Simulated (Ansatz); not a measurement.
# NiMoIrPdW (I4mm) in Ansatz: relaxation of cell and atoms with PBEsol+D3(BJ)

Aim: the relaxation of cell and atoms of NiMoIrPdW with PBEsol+D3(BJ).

Program: Ansatz 0.2.0. These are calculated values, not measurements. Logs are shortened: lines on timing, memory, paths and dates and some standing lists are left out, and cuts for length are marked.

### 1 The crystal as given

It takes space group I4mm (No. 107, tetragonal). The conventional cell has a = 2.740 Å, b = 2.740 Å, c = 19.433 Å, α = 90.00°, β = 90.00°, γ = 90.00°. Around Ni (site symmetry 4mm) lie 4 Mo at 2.60 Å and 4 Pd at 2.67 Å and 4 Ni at 2.74 Å. Mo (site symmetry 4mm) is surrounded by 4 Ni at 2.60 Å and 4 Mo at 2.74 Å and 4 W at 2.94 Å. Around Pd (site symmetry 4mm) lie 4 Ni at 2.67 Å and 4 Pd at 2.74 Å and 4 Ir at 2.83 Å. Around Ir (site symmetry 4mm) lie 4 W at 2.69 Å and 4 Ir at 2.74 Å and 4 Pd at 2.83 Å. Around W (site symmetry 4mm) lie 4 Ir at 2.69 Å and 4 W at 2.74 Å and 4 Mo at 2.94 Å.

The cell was built by a generator and needn't be a form met in nature.

### 2 Relaxation of cell and atoms, PBEsol+D3(BJ), collinear spin, ferromagnetic start

input.yaml reads:

```yaml
crystal:
  lattice:
    - [-1.37004, 1.37004, 9.71647]
    - [1.37004, -1.37004, 9.71647]
    - [1.37004, 1.37004, -9.71647]
  atoms:
    - { symbol: Ni, position: [0.19862, 0.19862, 0.0], spin: 1.0 }
    - { symbol: Mo, position: [0.60922, 0.60922, 0.0], spin: 1.0 }
    - { symbol: Pd, position: [0.7931, 0.7931, 0.0] }
    - { symbol: Ir, position: [0.39944, 0.39944, 0.0], spin: 0.6 }
    - { symbol: W, position: [0.99565, 0.99565, 0.0] }
hamiltonian:
  xc: pbesol
  pseudopotentials: { kind: paw }
  dispersion: d3bj
magnetization:
  spin_polarized: true
kpoints:
  mp_grid: { grid: [10, 10, 10] }
scf:
  occupations: { method: fermi_dirac, width: 0.05 }
output:
  forces: true
  stress: true
  eigenvalues: true
relax:
  f_tol: 0.01
  max_steps: 40
  cell: { stress_tol: 0.05 }
```

Potentials or basis: Ansatz PAW.

Run with:

```bash
$ ansatz run input.yaml --threads 8 --pin off --max-ram 20480MiB --backend cpu --events-out ev --progress --plain --runs-dir out
```

Standard output:

```text
Warning: RAYON_NUM_THREADS=8 ignored (pool sized by the plan → 8); use --threads N
basis.fft_grid_basis auto: the FFT boxes are laid along the combinations [[1, 0, 1], [0, 1, 1], [0, 0, 1]] of the cell's own vectors, 2.740, 2.740 and 9.908 Å long. The dense box has 20×20×72 points. Along the cell's own vectors, as sized, it would have 72×72×72, 12.96 times as many. Of the 8 symmetry operations that the crystal satisfies within crystal.symmetry.tolerance (time reversal apart; of a slab, those that keep its plane) the dense box along the cell's own vectors carries 8, and the one as laid loses 6 of those. basis.fft_grid_basis: typed keeps the cell's own vectors: state it where this run's energies or levels are differenced outside the engine with another run's, or held beside a run that keeps those vectors.
Engine: ansatz 0.2.0, aarch64-unknown-linux-gnu
Pseudopotentials: kind: paw
Pseudopotential: Ni, paw, valence charge 18, recommended cutoff 420 eV (normal), Ni.paw.azcp
Pseudopotential: Mo, paw, valence charge 14, recommended cutoff 420 eV (normal), Mo.paw.azcp
Pseudopotential: Pd, paw, valence charge 18, recommended cutoff 420 eV (normal), Pd.paw.azcp
Pseudopotential: Ir, paw, valence charge 17, recommended cutoff 420 eV (normal), Ir.paw.azcp
Pseudopotential: W, paw, valence charge 14, recommended cutoff 420 eV (normal), W.paw.azcp
Functional definition: PBEsol
  exchange = pbesol_x
  correlation = pbesol_c
Crystal: 5 atoms, lattice volume = 72.952 Å³
Basis set: ecut = 420 eV, 1445 PW (Γ), FFT grids on a1+a3, a2+a3, a3, exchange–correlation on 40×40×144 points (8 copies of the dense FFT grid, shifted against one another)
Bands: 51, of which v1, the nominal top of the filled ones, is band 41 counted from 1 (40 counted from 0)
Symmetry: 8 space group operations
Space group: I4mm (ITA 107), of the structure as read, at distance tolerance 4.2e-5 Å
Magnetic group: BNS 107.227 (UNI 887), of the structure as read, at distance tolerance 4.2e-5 Å
k-points: 102 of 1000 (time reversal used)
Non-local potential: Ni, projectors of the file, l = 0: 3, l = 1: 2, l = 2: 3, l = 3: 1
Non-local potential: Mo, projectors of the file, l = 0: 3, l = 1: 2, l = 2: 2, l = 3: 1
Non-local potential: Pd, projectors of the file, l = 0: 2, l = 1: 2, l = 2: 2, l = 3: 1
Non-local potential: Ir, projectors of the file, l = 0: 3, l = 1: 2, l = 2: 2, l = 3: 1
Non-local potential: W, projectors of the file, l = 0: 3, l = 1: 2, l = 2: 2, l = 3: 1
PAW form: soft (Blöchl's): semilocal exchange-correlation on the pseudo side does not see the compensation charge
PAW frozen core: Ni, regenerated for the run's functional, and the local potential with it (the file was generated under x = pbe(κ = 0.804, μ = 0.2195149727645171), c = pbe(β = 0.06672455060314922))
PAW frozen core: Mo, regenerated for the run's functional, and the local potential with it (the file was generated under x = pbe(κ = 0.804, μ = 0.2195149727645171), c = pbe(β = 0.06672455060314922))
PAW frozen core: Pd, regenerated for the run's functional, and the local potential with it (the file was generated under x = pbe(κ = 0.804, μ = 0.2195149727645171), c = pbe(β = 0.06672455060314922))
PAW frozen core: Ir, regenerated for the run's functional, and the local potential with it (the file was generated under x = pbe(κ = 0.804, μ = 0.2195149727645171), c = pbe(β = 0.06672455060314922))
PAW frozen core: W, regenerated for the run's functional, and the local potential with it (the file was generated under x = pbe(κ = 0.804, μ = 0.2195149727645171), c = pbe(β = 0.06672455060314922))
PAW one-centre angular grid: Ni, 590 points (default); XC on 64 Gauss nodes
PAW one-centre angular grid: Mo, 590 points (default); XC on 64 Gauss nodes
PAW one-centre angular grid: Pd, 590 points (default); XC on 64 Gauss nodes
PAW one-centre angular grid: Ir, 590 points (default); XC on 64 Gauss nodes
PAW one-centre angular grid: W, 590 points (default); XC on 64 Gauss nodes
Initial density: superposition of atomic densities (chi_scale 0.1, normalization cell)
Starting moments: Σ|m| = 2.6 μB on 3 of 5 sites
Initial wavefunctions: pseudopotential atomic-orbital guess
[... 152 lines left out ...]
SCF iter  17: F=—  HF=-39668.127336 eV  |F-HF|=—  |Δ(HF+E_count)|=  2.91e-11  Δρ=2.01e-8 (↑2.01e-8 ↓2.01e-8)  dr2=1.29e-12  dr2_m=5.32e-18  M=0.000 μB ∫|m|=0.000 μB  β_m=0.47  ethr=1.00e-12  ⟨swp⟩=1.0  Hψ=10404  notcnv=0
SCF iter  18: F=-39668.127336 eV  HF=-39668.127336 eV  |F-HF|=0.00e0  |Δ(HF+E_count)|=  1.46e-11  Δρ=3.87e-8 (↑3.87e-8 ↓3.87e-8)  dr2=9.69e-12  dr2_m=4.56e-19  M=-0.000 μB ∫|m|=0.000 μB  ethr=1.00e-12  ⟨swp⟩=2.0  Hψ=25874  notcnv=0
the starting moments were not kept: the SCF closed with an absolute magnetisation of 1.0e-9 μB, where they sum to 2.6 μB in size (3 sites). That is at most 0.1 of that sum. Measured as dr2_m measures the in/out step, that magnetisation stands 3.3e-19 eV from none, at or under the dr2_threshold of 5.0e-11 eV: it is no larger than a step whose dr2_m would equal this threshold.
SCF 7 converged in 18 iterations: F = -39668.127336 eV  dr2 = 9.69e-12
relax step   7: F+E_penalty+E_count = -39668.12733552 eV  Δ(F+E_penalty+E_count) = +1.706e-3 eV  max|allowed force component| = 7.421e-4 eV/Å  Δτ_max = 0.0000 Å  P = +0.025 GPa  Ω = 68.386 Å³  stress off target by 2.54e-2 GPa  SCF on the basis re-selected at this cell (its energy is not comparable with the rows above)  (18 SCF iters)
basis re-selected at this cell: Δ(F+E_penalty+E_count) = +1.706e-3 eV, ΔP = +0.024 GPa vs the last step (what re-selecting the basis moved, of the pressure what is left beyond the Pulay correction that the steps carried, after the strain that the cell walked since its last selection, with what the two solves' SCF thresholds leave and, on support functions, any second-order correction that the steps lacked; it is no measure of the basis error at this ecutwfc). The dense FFT grid was sized anew with the basis: this SCF ran on 18×18×72 points, the steps before it on 20×20×72, so part of this shift can come from that change (see relax.cell in the input reference). This SCF's stress stands 2.54e-2 GPa from its target on what of the cell is left free (relax.cell.stress_tol is 5.00e-2 GPa) and its largest allowed force component is 7.42e-4 eV/Å (relax.f_tol is 1.00e-2 eV/Å): within both
SCF converged after 18 iterations
Magnetization: -0.0000 μB (40.5000 up, 40.5000 down)
Absolute magnetization: 0.0000 μB (∫|ρ↑−ρ↓|, with the PAW one-centre terms)
Spin contamination: 0.0000 ħ² per cell (⟨S²⟩ above its minimum at these occupations)
Per-site moments (μB) at R_I (Å): [(2.850018155933012e-10, 1.0492866278740907), (-6.91288470087841e-11, 1.0492866278740907), (-8.431492691338985e-11, 1.0705099103940143), (-2.1824733676727494e-10, 1.0993838657329054), (5.43740222266637e-11, 1.0993838657329054)]
Free energy (F): -39668.127336 eV
Harris-Foulkes:  -39668.127336 eV  (|F-HF|=0.00e0)
Internal energy: -39668.102354 eV  (E = F + TS)
E sigma→0 (E₀):  -39668.114845 eV
Entropy (-TS):   -0.024981 eV (-4.996 meV/atom)
Fermi energy:    22.433775 eV
--- Per-component energies (eV) ---
  E_band       = -550.565203
  E_kinetic    = 2319.441106
  E_local      = -8646.412330  (includes V_loc(G=0)·N_el)
  E_nonlocal   = 1079.956313
  E_hartree    = 3574.679248
  E_xc         = -969.811160
  E_vxc        = -1091.984866  (∫ρ·V_xc dr)
  E_paw        = -25949.018998  (= ΣΔE_a)
  E_vpaw       = -1360.924458  (= ΣTr[D̂ρ^β])
  E_aug_tail   = 0.000725  (compensation charges beyond the density's cutoff)
  E_ewald      = -11074.797909
  E_disp       = -3.335539  (pairwise vdW)
  E_core_change = 1.196189  (= ΣΔE_core)
  E_smearing   = -0.024981  (= −TS)
  E_closure    = -0.000000  (closes the sum)
  Σ components = -39668.127336   (vs F -39668.127336, Δ=0.00e0)
--- Forces (eV/Å), atoms counted from 1 ---
  atom   1  Ni     0.00000000    -0.00000000    -0.00001287
  atom   2  Mo     0.00000000     0.00000000     0.00023802
  atom   3  Pd     0.00000000    -0.00000000    -0.00074213
  atom   4  Ir     0.00000000    -0.00000000     0.00024056
  atom   5  W     -0.00000000    -0.00000000     0.00027601
  max |Σ_I F_I| component: 4.09e-7 eV/Å
--- Stress (GPa, compression-positive) ---
        0.024498       0.000000       0.000000
        0.000000       0.024498      -0.000000
        0.000000      -0.000000       0.025396
  P = ⅓ Tr σ = 0.0248 GPa (0.248 kbar)
--- Band table (eV; the first three rows and the last of 204) ---
  k-point 0 ↑: bands = ["-80.3995", "-69.8881", "-62.1073", "-51.2609", "-40.9918", "-40.8986", "-40.8986", "-38.3245", "-27.8877", "-27.7016", "-27.7016", "-26.7695", "-26.5326", "-26.5326", "-15.6505", "-15.0002", "-15.0002", "-12.4615", "-11.8311", "-11.8311", "12.9634", "15.2358", "15.4721", "16.1633", "16.3197", "17.3276", "17.4730", "18.4324", "19.3421", "19.6136", "19.6136", "20.1699", "20.6285", "20.7998", "20.7998", "21.1526", "21.2811", "21.5030", "21.5030", "21.7358", "22.5817", "22.8071", "23.5043", "23.8668", "23.8668", "24.5928", "25.8882", "26.2020", "26.2020", "27.1917", "36.2686"]
  k-point 1 ↑: bands = ["-80.3987", "-69.8830", "-62.1023", "-51.2457", "-40.9903", "-40.9037", "-40.9031", "-38.2980", "-27.8808", "-27.7296", "-27.7271", "-26.7610", "-26.5770", "-26.5747", "-15.6242", "-15.1095", "-15.0979", "-12.4362", "-11.9403", "-11.9308", "13.5596", "15.6975", "15.9449", "16.5542", "16.7037", "17.6927", "17.7424", "18.7552", "19.0936", "19.6673", "19.7465", "19.7721", "20.5632", "20.5937", "20.8456", "21.0393", "21.1637", "21.4272", "21.5556", "21.6251", "21.8256", "22.3091", "23.2474", "23.5090", "23.6858", "25.2465", "25.9115", "26.0502", "26.9046", "27.8765", "34.9139"]
  k-point 2 ↑: bands = ["-80.3966", "-69.8697", "-62.0891", "-51.2061", "-40.9865", "-40.9164", "-40.9150", "-38.2289", "-27.8632", "-27.7992", "-27.7936", "-26.7409", "-26.6879", "-26.6839", "-15.5572", "-15.3756", "-15.3476", "-12.3738", "-12.2079", "-12.1854", "15.0903", "16.7060", "17.1474", "17.4242", "17.6249", "18.1508", "18.4587", "18.5676", "19.0449", "19.4137", "19.5561", "19.8624", "20.0550", "20.0692", "20.3725", "20.5999", "20.9625", "21.3635", "21.4516", "21.4554", "22.1782", "22.1881", "23.1804", "23.5376", "23.9504", "24.9226", "25.5044", "25.6763", "28.6961", "29.9183", "33.0153"]
  k-point 101 ↓: bands = ["-80.3995", "-69.8881", "-62.1073", "-51.2609", "-40.9918", "-40.8986", "-40.8986", "-38.3245", "-27.8877", "-27.7016", "-27.7016", "-26.7695", "-26.5326", "-26.5326", "-15.6504", "-15.0002", "-15.0002", "-12.4614", "-11.8311", "-11.8311", "13.0951", "14.6165", "15.5477", "16.1537", "16.8591", "17.4243", "17.5830", "18.2128", "19.5260", "19.6337", "19.6337", "20.3143", "20.5625", "20.6556", "20.6556", "21.1038", "21.1532", "21.7294", "21.7294", "21.7343", "22.3152", "22.6294", "22.8083", "23.6609", "23.6609", "25.8192", "25.8871", "26.3498", "26.3498", "27.1924", "34.7447"]
--- Relaxed structure (6 steps of the walk, 5 accepted, 1 SCFs on fresh bases) ---
  F+E_penalty+E_count = -39668.12733552 eV   max|allowed force component| = 7.421e-4 eV/Å   (the final SCF, on the basis selected at the relaxed cell)
  cell:  # Å, volume = 68.3856 Å³
    - [-1.3399452559125937, 1.3399452559125937, 9.522058314579855]
    - [1.3399452559125937, -1.3399452559125937, 9.522058314579855]
    - [1.3399452559125937, 1.3399452559125937, -9.522058314579855]
  atoms:
    - { symbol: Ni, position: [0.19941793619798973, 0.19941793619798973, -7.166884242282269e-18] }
    - { symbol: Mo, position: [0.6103118034511971, 0.6103118034511971, -2.3794543992950558e-17] }
    - { symbol: Pd, position: [0.7925249663631939, 0.7925249663631939, -3.364450390568814e-17] }
    - { symbol: Ir, position: [0.3976835461091631, 0.3976835461091631, -1.8905234222417186e-17] }
    - { symbol: W, position: [0.9960917478784567, 0.9960917478784567, -4.0681817206364624e-17] }
```

Wall time 1.7 min (8 threads of Arm Neoverse V2, shared host); peak memory 0.97 GiB.

Results:

```
Free energy                            : -39668.1273 eV
Relaxed volume                         : 13.68 Å³/atom
Relaxed cell                           : a = 9.709 Å, b = 9.709 Å, c = 9.709 Å, α = 164.13°, β = 164.13°, γ = 22.51°
Space group after relaxing (to 0.05 Å) : I4mm (No. 107)
Energy gained by relaxing              : 48.6 meV/atom
Ionic steps                            : 6
Pressure after relaxing                : 0.0 GPa
Band gap on the k mesh                 : none (metal or under the smearing width)
Net moment                             : 0.00 μB per cell
Absolute moment                        : 0.00 μB per cell
```

Step by step:
```tsv
step	energy change (eV)	largest force (eV/Å)	volume (Å³)
1	0.0000	0.1461	72.95
2	-0.2350	0.1145	69.19
3	-0.2442	0.0410	68.28
4	-0.2445	0.0144	68.38
5	-0.2445	0.0006	68.39
6	-0.2428	0.0007	68.39
```

Final structure:
```yaml
crystal:
  lattice:
    - [-1.33995, 1.33995, 9.52206]
    - [1.33995, -1.33995, 9.52206]
    - [1.33995, 1.33995, -9.52206]
  atoms:
    - { symbol: Ni, position: [0.19942, 0.19942, 0.00000] }
    - { symbol: Mo, position: [0.61031, 0.61031, 0.00000] }
    - { symbol: Pd, position: [0.79252, 0.79252, 0.00000] }
    - { symbol: Ir, position: [0.39768, 0.39768, 0.00000] }
    - { symbol: W, position: [0.99609, 0.99609, 0.00000] }
```

Levels at points of the mesh, in eV from the Fermi level:
Spin up:
```csv
k point,band 38,band 39,band 40,band 41,band 42,band 43,band 44,band 45
"(0.00, 0.00, 0.00)",-0.93,-0.93,-0.70,0.15,0.37,1.07,1.43,1.43
"(0.00, 0.00, -0.50)",0.14,0.19,2.11,2.20,2.59,2.89,3.00,5.19
"(0.00, -0.50, 0.00)",-1.11,-1.02,-0.78,0.37,0.70,0.92,1.36,1.50
"(-0.50, -0.50, -0.50)",-0.70,-0.70,-0.70,-0.12,0.20,0.37,1.23,1.23
```
Spin down:
| k point | band 38 | band 39 | band 40 | band 41 | band 42 | band 43 | band 44 | band 45 |
| --- | --- | --- | --- | --- | --- | --- | --- | --- |
| (0.00, 0.00, 0.00) | -0.93 | -0.93 | -0.70 | 0.15 | 0.37 | 1.07 | 1.43 | 1.43 |
| (0.00, 0.00, -0.50) | 0.14 | 0.19 | 2.11 | 2.20 | 2.59 | 2.89 | 3.00 | 5.19 |
| (0.00, -0.50, 0.00) | -1.11 | -1.02 | -0.78 | 0.37 | 0.70 | 0.92 | 1.36 | 1.50 |
| (-0.50, -0.50, -0.50) | -0.70 | -0.70 | -0.70 | -0.12 | 0.20 | 0.37 | 1.23 | 1.23 |

Caveat: the plane-wave basis is chosen anew once the cell has moved, so the energies of steps on either side of that aren't comparable; pairwise dispersion overbinds metals, which lowers pressure and volume; the PAW data sets come from PBE, with cores solved anew for the run's functional, which leaves a small shift of forces and pressure; the starting moments weren't kept. Spin-orbit coupling is left out, which matters for the levels of Ir, W.
